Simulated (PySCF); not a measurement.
# The bond of BeF+, level by level

An exercise on one series of results from a longer session: the logs are not shown, and one member is left open.

Program: PySCF 2.14.0. Level of theory: Be jorge-DZP-DKH, F jorge-DZP-DKH, spin-free X2C with a Gaussian nucleus. These are calculated values, not measurements.

Set-up of the first run:

Settings of the job:

```json
{
  "atoms": "Be, F",
  "charge": "1",
  "basis": "Be jorge-DZP-DKH, F jorge-DZP-DKH",
  "Hamiltonian": "spin-free X2C with a Gaussian nucleus",
  "basis functions": "30",
  "electrons treated": "12",
  "masses in u": "9.0122, 18.9984",
  "levels": "PBE0, PBE, r²SCAN, M06-2X, r²SCANh, revPBE, LC-ωPBE, HF, MP2, SCS-MP2, CCSD, CCSD(T)",
  "grid": "80 radial by 434 angular points",
  "occupations": "held fixed by the projection of orbital angular momentum",
  "dissociation limit": "Be+ + F, each in its ground configuration",
  "starting distance in angstrom": "1.675",
  "values of 2S to try": "0, 2"
}
```

Command:

```
$ OMP_NUM_THREADS=1 python dia.py task.json out
```

Steps of the session up to this table: Input; PBE0 along the bond; Excited determinants; PBE (GGA); r²SCAN (meta-GGA); M06-2X; r²SCANh (hybrid meta-GGA); revPBE; LC-ωPBE (range-separated hybrid); RHF (mean field); Adding correlation.

One of the session's tables, all rows but one given; the rest of the session is left out.

It belongs to the step «The curves together». Energy (eV) from each level's lowest point:

| R (Å) | RHF | RHF-MP2 | RHF-SCS-MP2 | RHF-CCSD | RHF-CCSD(T) |
| --- | --- | --- | --- | --- | --- |
| 1.184 | 0.958 | 1.161 | 1.149 | n/a | n/a |
| 1.239 | 0.413 | 0.555 | 0.547 | 0.533 | 0.549 |
| 1.294 | 0.115 | 0.199 | 0.194 | 0.186 | 0.196 |
| 1.336 | 0.016 | 0.057 | 0.055 | 0.051 | 0.056 |
| 1.377 | 0.000 | 0.000 | 0.000 | 0.000 | 0.000 |
| 1.418 | 0.051 | 0.011 | 0.014 | 0.017 | 0.012 |
| 1.473 | 0.201 | 0.111 | 0.115 | 0.123 | 0.111 |
| 1.542 | ? | ? | ? | ? | ? |
| 1.625 | 0.924 | 0.708 | 0.715 | 0.732 | 0.700 |
| 1.735 | 1.602 | 1.302 | 1.307 | n/a | n/a |

Q: Estimate the row for R (Å) = 1.542 from the others.

Worked estimate for «RHF». A straight line through the neighbours (1.473, 0.201) and (1.625, 0.924) gives 0.201 + (0.924 − 0.201) × (1.542 − 1.473) / (1.625 − 1.473) = 0.529; a parabola fitted to 4 rows on both sides gives 0.496.

**Answer.** RHF: 0.485; RHF-MP2: 0.336; RHF-SCS-MP2: 0.342; RHF-CCSD: 0.354; RHF-CCSD(T): 0.334. In «RHF» the line misses by +0.044 and the parabola by +0.011.

State 2 has its PBE0 minimum 4.66 eV higher. The other levels ran on the lowest alone.
